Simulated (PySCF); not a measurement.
# F3Pb (Pb(F)3-): the cost of one run

The runs use PySCF 2.14.0; PBE, Pb def2-SVP with ECP60, F def2-SVP; scalar-relativistic core potentials, no spin–orbit coupling.

1 further run of the same task is left out (for a known fault of the program).

**1. Where the work starts**

4 atoms, charge -1, spin multiplicity 1.

Bond lengths: Pb1–F2 2.141 Å, Pb1–F3 2.141 Å, Pb1–F4 2.141 Å. Angles: F2–Pb1–F3 97.9°, F2–Pb1–F4 97.9°, F3–Pb1–F4 97.9°.

Coordinates:

| atom | x (Å) | y (Å) | z (Å) |
| --- | --- | --- | --- |
| Pb1 | 0.0000 | 0.0000 | -0.6184 |
| F2 | 1.8651 | 0.0000 | 0.4333 |
| F3 | -0.9325 | 1.6152 | 0.4333 |
| F4 | -0.9325 | -1.6152 | 0.4333 |

Formal oxidation states: Pb +2. An earlier session relaxed this geometry at PBE, Pb def2-SVP with ECP60, F def2-SVP (singlet, point group C3v).

Its energy there is -492.064952 Eh.

**2. Atoms moved at random, σ = 0.15 Å**

Input file run.py (the lines that set the calculation):

```python
mol = gto.M(atom='''
Pb    -0.00174     0.15356    -0.80079
F      1.71201    -0.08854     0.65220
F     -0.81303     1.43641     0.53352
F     -0.89725    -1.50143     0.29656''',
    basis={'Pb': 'def2-SVP', 'F': 'def2-SVP'},
    ecp={'Pb': 'def2-SVP'},
    charge=-1, spin=0)
mf = dft.RKS(mol, xc='PBE')
mf.grids.atom_grid = (50, 194)
mf = mf.density_fit()  # fitting sets: Pb def2-universal-JKFIT, F def2-universal-JKFIT
mf.conv_tol = 1e-08; mf.max_cycle = 55
mf.kernel(dm0)  # dm0: the density of the relaxed state
```

Command:

```
$ OMP_NUM_THREADS=2 python run.py
```

**Question.** How long does this run take on 2 threads of Arm Neoverse V1, shared host?

About 1.5 s.
